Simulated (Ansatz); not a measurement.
**ZnAg: further runs on the relaxed cell**

An exercise on one series of results from a longer session: the logs are not shown, and one member is left open.

Method: DFT r2SCAN, scalar-relativistic, plane waves, PAW, in Ansatz 0.2.0.

1 further run of the same task is left out (set aside as unsound or not needed).

## The system as given

The structure is cubic, space group Pm-3m (No. 221). Conventional cell: a = 3.140 Å, b = 3.140 Å, c = 3.140 Å, α = 90.00°, β = 90.00°, γ = 90.00°. Zn (site symmetry m-3m) has 8 Ag at 2.72 Å in its first shell of neighbours. Ag (site symmetry m-3m) has 8 Zn at 2.72 Å in its first shell of neighbours.

Coordinates:

```cif
data_structure
_symmetry_space_group_name_H-M 'P 1'
_symmetry_Int_Tables_number 1
_cell_length_a 3.1398
_cell_length_b 3.1398
_cell_length_c 3.1398
_cell_angle_alpha 90.000
_cell_angle_beta 90.000
_cell_angle_gamma 90.000
_cell_volume 30.95
loop_
_atom_site_label
_atom_site_type_symbol
_atom_site_fract_x
_atom_site_fract_y
_atom_site_fract_z
_atom_site_occupancy
Zn1 Zn 0.50000 0.50000 0.50000 1
Ag1 Ag 0.00000 0.00000 0.00000 1
```

It is the result of an earlier relaxation at this level (volume 15.48 Å³/atom; gap on the mesh: none (metal)).

The first run:

input.yaml

```yaml
crystal:
  lattice:
    - [3.1398011399, 0.0, 0.0]
    - [0.0, 3.1398011399, 0.0]
    - [0.0, 0.0, 3.1398011399]
  atoms:
    - { symbol: Zn, position: [0.5, 0.5, 0.5] }
    - { symbol: Ag, position: [0.0, 0.0, 0.0] }
basis:
  ecutwfc: 500
kpoints:
  mp_grid: { grid: [14, 14, 14] }
  band_path:
    path:
      - [[0.0, 0.0, 0.0], [0.0, 0.5, 0.0], [0.5, 0.5, 0.0], [0.0, 0.0, 0.0], [0.5, 0.5, 0.5], [0.0, 0.5, 0.0]]
      - [[0.5, 0.5, 0.5], [0.5, 0.5, 0.0]]
    npoints: 14
hamiltonian:
  xc: r2scan
scf:
  occupations: { method: gaussian, width: 0.1 }
  n_extra_bands: 6
output:
  forces: true
  stress: true
  eigenvalues: true
  populations: true
  dos: { projected: true, de: 0.02, nscf_kmesh: { grid: [21, 21, 21] } }
  bader: true
```

Launch:

```bash
ansatz run input.yaml --threads 1 --pin off --max-ram 2560MiB --backend cpu --events-out ev --progress --plain --runs-dir out
```

Steps of the session up to this table: Bands, states and charges; The cell as listed, for comparison; The cell scaled to 0.97 of its volume; Volume × 1.03; Volume × 0.94; The cell scaled to 1.06 of its volume; Point at V/V0 = 0.91; The cell scaled to 1.10 of its volume; The cell scaled to 0.88 of its volume.

One of the session's tables, all rows but one given; the rest of the session is left out.

It belongs to the step «Equation of state». 

| volume (Å³/atom) | energy above the lowest point (meV/atom) | pressure (GPa) |
| --- | --- | --- |
| 13.619 | 98.9 | 19.57 |
| 14.084 | ? | ? |
| 14.548 | 21.3 | 7.92 |
| 15.012 | 4.9 | 3.57 |
| 15.477 | 0.0 | -0.03 |
| 15.941 | 4.6 | -2.98 |
| 16.405 | 16.9 | -5.41 |
| 17.024 | 43.1 | -7.96 |

**Question.** Estimate the row for volume (Å³/atom) = 14.084.

Worked estimate for «energy above the lowest point (meV/atom)». A straight line through the neighbours (13.619, 98.9) and (14.548, 21.3) gives 98.9 + (21.3 − 98.9) × (14.084 − 13.619) / (14.548 − 13.619) = 60.1; a parabola fitted to 3 rows on both sides gives 52.6.

As computed: energy above the lowest point (meV/atom): 51.7; pressure (GPa): 13.19. In «energy above the lowest point (meV/atom)» the line misses by +8.4 and the parabola by +0.9.
